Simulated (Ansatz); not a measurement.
# Ga23SiN24: the cost of one run

Program: Ansatz 0.2.0. Level of theory: DFT, PBE, plane-wave PAW, default files, scalar-relativistic, as far as a step names no other. These are calculated values, not measurements.

The COD entry's cell or inner coordinates are ideal or old and differ from later refinements, so a difference from it is no clean test against experiment.

## (1) Starting point

Symmetry: P1, No. 1, triclinic system. The conventional cell has a = 6.360 Å, b = 8.413 Å, c = 10.332 Å, α = 90.00°, β = 90.00°, γ = 100.89°. Around Si (site symmetry 1) lie 4 N at 1.94 to 1.95 Å. Around Ga (site symmetry 1) lie 4 N at 1.94 to 1.95 Å. Only part of the 48 independent sites is listed.

As a file:

```cif
data_structure
_symmetry_space_group_name_H-M 'P1'
_symmetry_Int_Tables_number 1
_cell_length_a 6.3600
_cell_length_b 8.4135
_cell_length_c 10.3320
_cell_angle_alpha 90.000
_cell_angle_beta 90.000
_cell_angle_gamma 100.893
_cell_volume 542.90
loop_
_atom_site_label
_atom_site_type_symbol
_atom_site_symmetry_multiplicity
_atom_site_Wyckoff_symbol
_atom_site_fract_x
_atom_site_fract_y
_atom_site_fract_z
_atom_site_occupancy
Si1 Si 1 a 0.94444 0.77778 0.00000 1
Ga1 Ga 1 a 0.94444 0.77778 0.50000 1
Ga2 Ga 1 a 0.61111 0.44444 0.00000 1
Ga3 Ga 1 a 0.61111 0.44444 0.50000 1
Ga4 Ga 1 a 0.27778 0.11111 0.00000 1
Ga5 Ga 1 a 0.27778 0.11111 0.50000 1
Ga6 Ga 1 a 0.44444 0.77778 0.00000 1
Ga7 Ga 1 a 0.44444 0.77778 0.50000 1
Ga8 Ga 1 a 0.11111 0.44444 0.00000 1
Ga9 Ga 1 a 0.11111 0.44444 0.50000 1
Ga10 Ga 1 a 0.77778 0.11111 0.00000 1
Ga11 Ga 1 a 0.77778 0.11111 0.50000 1
Ga12 Ga 1 a 0.22222 0.88889 0.75000 1
Ga13 Ga 1 a 0.22222 0.88889 0.25000 1
Ga14 Ga 1 a 0.88889 0.55556 0.75000 1
Ga15 Ga 1 a 0.88889 0.55556 0.25000 1
Ga16 Ga 1 a 0.55556 0.22222 0.75000 1
Ga17 Ga 1 a 0.55556 0.22222 0.25000 1
Ga18 Ga 1 a 0.72222 0.88889 0.75000 1
Ga19 Ga 1 a 0.72222 0.88889 0.25000 1
Ga20 Ga 1 a 0.38889 0.55556 0.75000 1
Ga21 Ga 1 a 0.38889 0.55556 0.25000 1
Ga22 Ga 1 a 0.05556 0.22222 0.75000 1
Ga23 Ga 1 a 0.05556 0.22222 0.25000 1
N1 N 1 a 0.94444 0.77778 0.81250 1
N2 N 1 a 0.94444 0.77778 0.31250 1
N3 N 1 a 0.61111 0.44444 0.81250 1
N4 N 1 a 0.61111 0.44444 0.31250 1
N5 N 1 a 0.27778 0.11111 0.81250 1
N6 N 1 a 0.27778 0.11111 0.31250 1
N7 N 1 a 0.44444 0.77778 0.81250 1
N8 N 1 a 0.44444 0.77778 0.31250 1
N9 N 1 a 0.11111 0.44444 0.81250 1
N10 N 1 a 0.11111 0.44444 0.31250 1
N11 N 1 a 0.77778 0.11111 0.81250 1
N12 N 1 a 0.77778 0.11111 0.31250 1
N13 N 1 a 0.22222 0.88889 0.56250 1
N14 N 1 a 0.22222 0.88889 0.06250 1
N15 N 1 a 0.88889 0.55556 0.56250 1
N16 N 1 a 0.88889 0.55556 0.06250 1
N17 N 1 a 0.55556 0.22222 0.56250 1
N18 N 1 a 0.55556 0.22222 0.06250 1
N19 N 1 a 0.72222 0.88889 0.56250 1
N20 N 1 a 0.72222 0.88889 0.06250 1
N21 N 1 a 0.38889 0.55556 0.56250 1
N22 N 1 a 0.38889 0.55556 0.06250 1
N23 N 1 a 0.05556 0.22222 0.56250 1
N24 N 1 a 0.05556 0.22222 0.06250 1
```

Atom 1 of the input is the impurity.

## (2) Single point at the given positions

input.yaml reads:

```yaml
crystal:
  lattice:
    - [6.36, 0.0, 0.0]
    - [-4.77, 8.261882352, 0.0]
    - [0.0, 0.0, 10.332]
  atoms:
    - { symbol: Si, position: [0.1666666666, 0.2222222222, 0.0] }
    - { symbol: Ga, position: [0.1666666666, 0.2222222222, 0.5] }
    - { symbol: Ga, position: [0.1666666666, 0.5555555556, 0.0] }
    - { symbol: Ga, position: [0.1666666666, 0.5555555556, 0.5] }
    - { symbol: Ga, position: [0.1666666666, 0.8888888889, 0.0] }
    - { symbol: Ga, position: [0.1666666666, 0.8888888889, 0.5] }
    - { symbol: Ga, position: [0.6666666666, 0.2222222222, 0.0] }
    - { symbol: Ga, position: [0.6666666666, 0.2222222222, 0.5] }
    - { symbol: Ga, position: [0.6666666666, 0.5555555556, 0.0] }
    - { symbol: Ga, position: [0.6666666666, 0.5555555556, 0.5] }
    - { symbol: Ga, position: [0.6666666666, 0.8888888889, 0.0] }
    - { symbol: Ga, position: [0.6666666666, 0.8888888889, 0.5] }
    - { symbol: Ga, position: [0.3333333334, 0.1111111111, 0.25] }
    - { symbol: Ga, position: [0.3333333334, 0.1111111111, 0.75] }
    - { symbol: Ga, position: [0.3333333334, 0.4444444444, 0.25] }
    - { symbol: Ga, position: [0.3333333334, 0.4444444444, 0.75] }
    - { symbol: Ga, position: [0.3333333334, 0.7777777778, 0.25] }
    - { symbol: Ga, position: [0.3333333334, 0.7777777778, 0.75] }
    - { symbol: Ga, position: [0.8333333334, 0.1111111111, 0.25] }
    - { symbol: Ga, position: [0.8333333334, 0.1111111111, 0.75] }
    - { symbol: Ga, position: [0.8333333334, 0.4444444444, 0.25] }
    - { symbol: Ga, position: [0.8333333334, 0.4444444444, 0.75] }
    - { symbol: Ga, position: [0.8333333334, 0.7777777778, 0.25] }
    - { symbol: Ga, position: [0.8333333334, 0.7777777778, 0.75] }
    - { symbol: "N", position: [0.1666666666, 0.2222222222, 0.1875] }
    - { symbol: "N", position: [0.1666666666, 0.2222222222, 0.6875] }
    - { symbol: "N", position: [0.1666666666, 0.5555555556, 0.1875] }
    - { symbol: "N", position: [0.1666666666, 0.5555555556, 0.6875] }
    - { symbol: "N", position: [0.1666666666, 0.8888888889, 0.1875] }
    - { symbol: "N", position: [0.1666666666, 0.8888888889, 0.6875] }
    - { symbol: "N", position: [0.6666666666, 0.2222222222, 0.1875] }
    - { symbol: "N", position: [0.6666666666, 0.2222222222, 0.6875] }
    - { symbol: "N", position: [0.6666666666, 0.5555555556, 0.1875] }
    - { symbol: "N", position: [0.6666666666, 0.5555555556, 0.6875] }
    - { symbol: "N", position: [0.6666666666, 0.8888888889, 0.1875] }
    - { symbol: "N", position: [0.6666666666, 0.8888888889, 0.6875] }
    - { symbol: "N", position: [0.3333333334, 0.1111111111, 0.4375] }
    - { symbol: "N", position: [0.3333333334, 0.1111111111, 0.9375] }
    - { symbol: "N", position: [0.3333333334, 0.4444444444, 0.4375] }
    - { symbol: "N", position: [0.3333333334, 0.4444444444, 0.9375] }
    - { symbol: "N", position: [0.3333333334, 0.7777777778, 0.4375] }
    - { symbol: "N", position: [0.3333333334, 0.7777777778, 0.9375] }
    - { symbol: "N", position: [0.8333333334, 0.1111111111, 0.4375] }
    - { symbol: "N", position: [0.8333333334, 0.1111111111, 0.9375] }
    - { symbol: "N", position: [0.8333333334, 0.4444444444, 0.4375] }
    - { symbol: "N", position: [0.8333333334, 0.4444444444, 0.9375] }
    - { symbol: "N", position: [0.8333333334, 0.7777777778, 0.4375] }
    - { symbol: "N", position: [0.8333333334, 0.7777777778, 0.9375] }
total_charge: 1
kpoints:
  mp_grid: { grid: [4, 3, 2] }
scf:
  occupations: { method: fermi_dirac, width: 0.01 }
hamiltonian:
  xc: pbe
  pseudopotentials: { kind: paw }
output:
  forces: true
  stress: true
  populations: true
  efg:
    quadrupole_moments_barn: { Ga: 0.107, "N": 0.02044 }
    contact_densities: true
```

Launch:

```bash
$ ansatz run input.yaml --threads 4 --pin off --max-ram 8192MiB --backend cpu --events-out ev --progress --plain --runs-dir out
```

What time and memory should one allow on 4 threads of Arm Neoverse V2, shared host?

About 1.8 min, with a peak of 3.5 GiB.
